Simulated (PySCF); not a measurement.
# [Pb(H2O)4]2+: a change of charge

How does [Pb(H2O)4]2+ respond at fixed geometry? The runs cover a change of charge. The species was built from a template and needn't be a known compound.

Method: PBE0, Pb def2-SVP with ECP60, O def2-SVP, H def2-SVP; scalar-relativistic core potentials, no spin–orbit coupling; program: PySCF 2.14.0.

1 further run of the same task is left out (for a known fault of the program).

**1. The starting structure**

13 atoms, charge 2, spin multiplicity 1.

Bond lengths: Pb1–O2 2.495 Å, Pb1–O5 2.495 Å, Pb1–O8 2.495 Å, Pb1–O11 2.495 Å, O2–H3 0.971 Å, O2–H4 0.971 Å, O5–H6 0.971 Å, O5–H7 0.971 Å, O8–H9 0.971 Å, O8–H10 0.971 Å, O11–H12 0.971 Å, O11–H13 0.971 Å. Angles: O2–Pb1–O5 110.0°, O2–Pb1–O8 108.4°, O2–Pb1–O11 110.0°, O5–Pb1–O8 110.0°, O5–Pb1–O11 108.4°, O8–Pb1–O11 110.0°, Pb1–O2–H3 127.7°, Pb1–O2–H4 127.2°, H3–O2–H4 105.1°, Pb1–O5–H6 127.2°, Pb1–O5–H7 127.7°, H6–O5–H7 105.1°, Pb1–O8–H9 127.2°, Pb1–O8–H10 127.7°, H9–O8–H10 105.1°, Pb1–O11–H12 127.7°, Pb1–O11–H13 127.2°, H12–O11–H13 105.1°.

Coordinates:

```
Pb   -0.00002    0.00000    0.00000
O     1.45928    1.45889    1.40180
H     2.24895    1.20127    1.90508
H     1.36919    2.41559    1.54436
O    -1.45928   -1.40184    1.45890
H    -1.36909   -1.54449    2.41559
H    -2.24903   -1.90502    1.20128
O     1.45928   -1.45889   -1.40180
H     1.36919   -2.41559   -1.54436
H     2.24895   -1.20127   -1.90508
O    -1.45928    1.40184   -1.45890
H    -2.24903    1.90502   -1.20128
H    -1.36909    1.54449   -2.41559
```

Formal oxidation states: Pb +2. An earlier session relaxed this geometry at PBE0, Pb def2-SVP with ECP60, O def2-SVP, H def2-SVP (singlet, point group D2).

Its energy there is -497.496042 Eh.

**2. One electron removed, multiplicity 2**

The input, run.py (the lines that set the calculation):

```python
mol = gto.M(atom='''
Pb    -0.00002     0.00000     0.00000
O      1.45928     1.45889     1.40180
H      2.24895     1.20127     1.90508
H      1.36919     2.41559     1.54436
O     -1.45928    -1.40184     1.45890
H     -1.36909    -1.54449     2.41559
H     -2.24903    -1.90502     1.20128
O      1.45928    -1.45889    -1.40180
H      1.36919    -2.41559    -1.54436
H      2.24895    -1.20127    -1.90508
O     -1.45928     1.40184    -1.45890
H     -2.24903     1.90502    -1.20128
H     -1.36909     1.54449    -2.41559''',
    basis={'Pb': 'def2-SVP', 'O': 'def2-SVP', 'H': 'def2-SVP'},
    ecp={'Pb': 'def2-SVP'},
    charge=3, spin=1)
mf = dft.UKS(mol, xc='PBE0')
mf.grids.atom_grid = (50, 194)
mf = mf.density_fit()  # fitting sets: Pb def2-universal-JKFIT, O def2-universal-JKFIT, H def2-universal-JKFIT
mf.conv_tol = 1e-08; mf.max_cycle = 55
mf.kernel(dm0)  # dm0: the density of the relaxed state
```

Run with:

```console
$ OMP_NUM_THREADS=2 python run.py
```

Output:

```text
init E= -497.501517186152
  HOMO = -0.664119627524  LUMO = -0.662478618555  gap/eV = 0.04465
cycle= 1 E= -496.72967335238  delta_E= 0.772  |g|= 0.255  |ddm|= 0.677
  HOMO = -0.899132911013  LUMO = -0.864501747823  gap/eV = 0.94236
cycle= 2 E= -496.716373641002  delta_E= 0.0133  |g|= 0.338  |ddm|= 0.381
  HOMO = -0.848273557848  LUMO = -0.813911186395  gap/eV = 0.93505
cycle= 3 E= -496.757489074514  delta_E= -0.0411  |g|= 0.0119  |ddm|= 0.212
  HOMO = -0.842609441813  LUMO = -0.808821618116  gap/eV = 0.91941
cycle= 4 E= -496.757414363356  delta_E= 7.47e-05  |g|= 0.0181  |ddm|= 0.0356
  HOMO = -0.84210334254  LUMO = -0.808526004438  gap/eV = 0.91369
cycle= 5 E= -496.757346203459  delta_E= 6.82e-05  |g|= 0.0215  |ddm|= 0.0458
  HOMO = -0.842927913641  LUMO = -0.808278411379  gap/eV = 0.94286
cycle= 6 E= -496.757586592727  delta_E= -0.00024  |g|= 0.00109  |ddm|= 0.0265
  HOMO = -0.842879041422  LUMO = -0.808211563056  gap/eV = 0.94335
cycle= 7 E= -496.757588443756  delta_E= -1.85e-06  |g|= 0.000358  |ddm|= 0.00429
  HOMO = -0.842852421557  LUMO = -0.808206643117  gap/eV = 0.94276
cycle= 8 E= -496.757589238794  delta_E= -7.95e-07  |g|= 0.000254  |ddm|= 0.0033
  HOMO = -0.842808696438  LUMO = -0.808199547185  gap/eV = 0.94176
cycle= 9 E= -496.757590343527  delta_E= -1.1e-06  |g|= 0.000228  |ddm|= 0.00552
  HOMO = -0.842748508816  LUMO = -0.808192032607  gap/eV = 0.94033
cycle= 10 E= -496.757591650375  delta_E= -1.31e-06  |g|= 0.000155  |ddm|= 0.00847
  HOMO = -0.842639015314  LUMO = -0.808174748718  gap/eV = 0.93782
cycle= 11 E= -496.75759284323  delta_E= -1.19e-06  |g|= 3.73e-05  |ddm|= 0.0161
  HOMO = -0.842628724907  LUMO = -0.808185663836  gap/eV = 0.93724
cycle= 12 E= -496.757592876855  delta_E= -3.36e-08  |g|= 3.33e-05  |ddm|= 0.00262
  HOMO = -0.842627065486  LUMO = -0.808183661667  gap/eV = 0.93725
cycle= 13 E= -496.757592876627  delta_E= 2.28e-10  |g|= 4.59e-05  |ddm|= 0.000116
  HOMO = -0.842628699632  LUMO = -0.808187020028  gap/eV = 0.93721
Extra cycle  E= -496.757592836061  delta_E= 4.06e-08  |g|= 0.000284  |ddm|= 0.000395
converged SCF energy = -496.757592836061  <S^2> = 0.75583631  2S+1 = 2.0058278
```

It took 7.8 s on 2 threads of Arm Neoverse V2, shared host.

Read off: E = -496.757593 Eh (+20.094 eV from the relaxed state), HOMO -22.93 eV, LUMO -21.99 eV (over both spins), ⟨S²⟩ = 0.756, Mulliken charge on Pb1 +1.36 e. 

**3. One electron added, multiplicity 2**

run.py (the lines that set the calculation), as its differences from that of step 2:

```diff
@@ -16,3 +16,3 @@
     ecp={'Pb': 'def2-SVP'},
-    charge=3, spin=1)
+    charge=1, spin=1)
 mf = dft.UKS(mol, xc='PBE0')
```

Run with:

```console
$ OMP_NUM_THREADS=2 python run.py
```

Output:

```text
init E= -497.501164042946
  HOMO = -0.363861854445  LUMO = -0.359946649204  gap/eV = 0.10654
cycle= 1 E= -497.767283852087  delta_E= -0.266  |g|= 0.16  |ddm|= 1.09
  HOMO = -0.183333744846  LUMO = -0.123010411984  gap/eV = 1.64148
cycle= 2 E= -497.779613364456  delta_E= -0.0123  |g|= 0.135  |ddm|= 0.729
  HOMO = -0.215682469375  LUMO = -0.149896205082  gap/eV = 1.79014
cycle= 3 E= -497.788057610705  delta_E= -0.00844  |g|= 0.0254  |ddm|= 0.236
  HOMO = -0.220818495605  LUMO = -0.153737496241  gap/eV = 1.82537
cycle= 4 E= -497.788289651119  delta_E= -0.000232  |g|= 0.0118  |ddm|= 0.0364
  HOMO = -0.22199492932  LUMO = -0.154279507824  gap/eV = 1.84263
cycle= 5 E= -497.788344882244  delta_E= -5.52e-05  |g|= 0.00116  |ddm|= 0.0119
  HOMO = -0.222022279689  LUMO = -0.154133235788  gap/eV = 1.84735
cycle= 6 E= -497.78834698349  delta_E= -2.1e-06  |g|= 0.000771  |ddm|= 0.00504
  HOMO = -0.221993231988  LUMO = -0.154077291377  gap/eV = 1.84809
cycle= 7 E= -497.788347698781  delta_E= -7.15e-07  |g|= 0.000404  |ddm|= 0.00263
  HOMO = -0.221972496162  LUMO = -0.154050890205  gap/eV = 1.84824
cycle= 8 E= -497.788348487666  delta_E= -7.89e-07  |g|= 0.000226  |ddm|= 0.00402
  HOMO = -0.221979804611  LUMO = -0.154052744464  gap/eV = 1.84839
cycle= 9 E= -497.788349066558  delta_E= -5.79e-07  |g|= 0.000199  |ddm|= 0.0032
  HOMO = -0.221985355643  LUMO = -0.154050624129  gap/eV = 1.84860
cycle= 10 E= -497.788350259967  delta_E= -1.19e-06  |g|= 0.000196  |ddm|= 0.00677
  HOMO = -0.221994923499  LUMO = -0.154040597825  gap/eV = 1.84913
cycle= 11 E= -497.788352157878  delta_E= -1.9e-06  |g|= 0.000186  |ddm|= 0.0111
  HOMO = -0.222417546487  LUMO = -0.154053044164  gap/eV = 1.86029
cycle= 12 E= -497.788366680529  delta_E= -1.45e-05  |g|= 0.00041  |ddm|= 0.117
  HOMO = -0.222398059266  LUMO = -0.154047540818  gap/eV = 1.85991
cycle= 13 E= -497.788366482905  delta_E= 1.98e-07  |g|= 0.000393  |ddm|= 0.00253
  HOMO = -0.22261451352  LUMO = -0.154090100133  gap/eV = 1.86464
cycle= 14 E= -497.788368599066  delta_E= -2.12e-06  |g|= 0.000594  |ddm|= 0.0322
  HOMO = -0.22238079352  LUMO = -0.15403389007  gap/eV = 1.85981
cycle= 15 E= -497.788366980343  delta_E= 1.62e-06  |g|= 0.000371  |ddm|= 0.0263
  HOMO = -0.222538655812  LUMO = -0.154045204323  gap/eV = 1.86380
cycle= 16 E= -497.788369328554  delta_E= -2.35e-06  |g|= 0.000513  |ddm|= 0.0383
  HOMO = -0.222510488638  LUMO = -0.153965635108  gap/eV = 1.86520
cycle= 17 E= -497.788370857838  delta_E= -1.53e-06  |g|= 0.000463  |ddm|= 0.0531
  HOMO = -0.222210520493  LUMO = -0.153846978389  gap/eV = 1.86027
cycle= 18 E= -497.788371043774  delta_E= -1.86e-07  |g|= 0.000148  |ddm|= 0.00251
  HOMO = -0.222093604363  LUMO = -0.153797256533  gap/eV = 1.85844
cycle= 19 E= -497.788371076997  delta_E= -3.32e-08  |g|= 2.34e-05  |ddm|= 0.00496
  HOMO = -0.222072722501  LUMO = -0.153788654522  gap/eV = 1.85810
cycle= 20 E= -497.788371077856  delta_E= -8.59e-10  |g|= 1.41e-06  |ddm|= 0.000653
  HOMO = -0.222071541571  LUMO = -0.153788109816  gap/eV = 1.85809
Extra cycle  E= -497.788371077861  delta_E= -5.12e-12  |g|= 1.06e-06  |ddm|= 6.94e-06
converged SCF energy = -497.788371077861  <S^2> = 0.75195736  2S+1 = 2.0019564
```

Run time: 11 s. Hardware: 2 threads of Arm Neoverse V2, shared host.

It gives: E = -497.788371 Eh (-7.955 eV from the relaxed state), HOMO -6.04 eV, LUMO -4.45 eV (over both spins), ⟨S²⟩ = 0.752, Mulliken charge on Pb1 +0.48 e. 

**4. Results**

| state | energy from the relaxed state (eV) | ⟨S²⟩ | time |
| --- | --- | --- | --- |
| charge +2, singlet, vacuum (relaxed) | 0 | 0.00 |  |
| charge +1, doublet, vacuum | -7.95 | 0.75 | 11 s |
| charge +3, doublet, vacuum | 20.09 | 0.76 | 7.8 s |

An electron taken off or put on is at rest in vacuum. 

Removing an electron vertically costs 20.09 eV (doublet), against −HOMO = 18.20 eV. Adding an electron vertically releases 7.95 eV (doublet). These are double-zeta-type bases without diffuse functions. Spin–orbit coupling is left out.
